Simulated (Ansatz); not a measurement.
**C2H7ClO2Si: one species, many methods**

One table from this session's results is given with a row withheld; the runs are named, their logs left out.

Computed with Ansatz 0.2.0, Gaussian basis. Level: functionals in def2-TZVPP, the program's frozen cores in correlated methods.

The runs, in order: PBE-D4, r2SCAN-D4, PBE0-D4, B3LYP-D4, ωB97X-V, ωB97M-V, B2PLYP; CCSD(T)/def2-TZVPP; MP2/def2-QZVPP; extrapolation to the limit.

### Structure used throughout

An earlier PBE0-D4 in a triple-zeta def2 set relaxation fixed the geometry.

SMILES `CO[SiH](Cl)OC`, 13 atoms, charge 0, spin multiplicity 1.

Atoms are counted from 1 here; the program's logs count them from 0.

Bond lengths: C1–O2 1.411 Å, C1–H7 1.095 Å, C1–H8 1.094 Å, C1–H9 1.090 Å, O2–Si3 1.616 Å, Si3–Cl4 2.060 Å, Si3–O5 1.616 Å, Si3–H10 1.479 Å, O5–C6 1.411 Å, C6–H11 1.090 Å, C6–H12 1.095 Å, C6–H13 1.094 Å. Angles: O2–C1–H7 111.5°, O2–C1–H8 111.1°, O2–C1–H9 107.9°, H7–C1–H8 108.9°, H7–C1–H9 108.6°, H8–C1–H9 108.9°, C1–O2–Si3 125.4°, O2–Si3–Cl4 110.4°, O2–Si3–O5 105.6°, O2–Si3–H10 112.4°, Cl4–Si3–O5 110.4°, Cl4–Si3–H10 105.6°, O5–Si3–H10 112.4°, Si3–O5–C6 125.3°, O5–C6–H11 107.9°, O5–C6–H12 111.5°, O5–C6–H13 111.1°, H11–C6–H12 108.6° and more.

Set-up of the first run:

Input file in.yaml:

```yaml
crystal:
  periodic: [false, false, false]
  atoms:
    - {symbol: C, position_ang: [1.099050, -0.810993, -2.265586]}
    - {symbol: O, position_ang: [0.454050, -0.952087, -1.018590]}
    - {symbol: Si, position_ang: [0.173843, 0.245405, 0.030143]}
    - {symbol: Cl, position_ang: [-0.890082, 1.758930, -0.875342]}
    - {symbol: O, position_ang: [-0.690829, -0.416103, 1.224894]}
    - {symbol: C, position_ang: [-1.232060, 0.285093, 2.323268]}
    - {symbol: H, position_ang: [2.112563, -0.412340, -2.149838]}
    - {symbol: H, position_ang: [0.532776, -0.150819, -2.929268]}
    - {symbol: H, position_ang: [1.163697, -1.799123, -2.722183]}
    - {symbol: H, position_ang: [1.421617, 0.872312, 0.518226]}
    - {symbol: H, position_ang: [-1.712682, -0.441022, 2.979482]}
    - {symbol: H, position_ang: [-0.453300, 0.806579, 2.889900]}
    - {symbol: H, position_ang: [-1.978651, 1.014158, 1.994874]}
basis:
  gaussian: {orbitals: def2-TZVPP}
hamiltonian: {xc: pbe, dispersion: d4}
output: {forces: true, orbitals: {seedname: orbitals}}
```

Started as:

```
> ansatz run in.yaml --threads 2 --pin off --events-out ev --progress --plain --max-ram 32768MiB --backend cuda --devices 0, --max-vram 18GiB
```

Among the steps run: PBE-D4 (GGA); r2SCAN-D4 (meta-GGA); PBE0-D4 (hybrid); B3LYP-D4 (hybrid); ωB97X-V (range-separated); ωB97M-V (range-separated); B2PLYP (double hybrid); CCSD(T) in def2-TZVPP; MP2 in def2-QZVPP.

One of the session's tables, all rows but one given; the rest of the session is left out.

```
            method  atomisation energy (kJ/mol)
            PBE-D4                       5041.5
         r2SCAN-D4                       4986.1
           PBE0-D4                       4958.2
          B3LYP-D4                       4959.4
           ωB97X-V                       4988.8
           ωB97M-V                       4992.2
            B2PLYP                       4916.5
     HF/def2-TZVPP                       3649.5
    MP2/def2-TZVPP                       4947.6
   CCSD/def2-TZVPP                       4780.3
CCSD(T)/def2-TZVPP                       4849.7
           MP2/CBS                       5084.2
       CCSD(T)/CBS                            ?
```

**Question.** Estimate the row for CCSD(T)/CBS.

The run gave: atomisation energy (kJ/mol): 4986.3. In the column «atomisation energy (kJ/mol)» it lies between r2SCAN-D4 (4986.1) and ωB97X-V (4988.8).
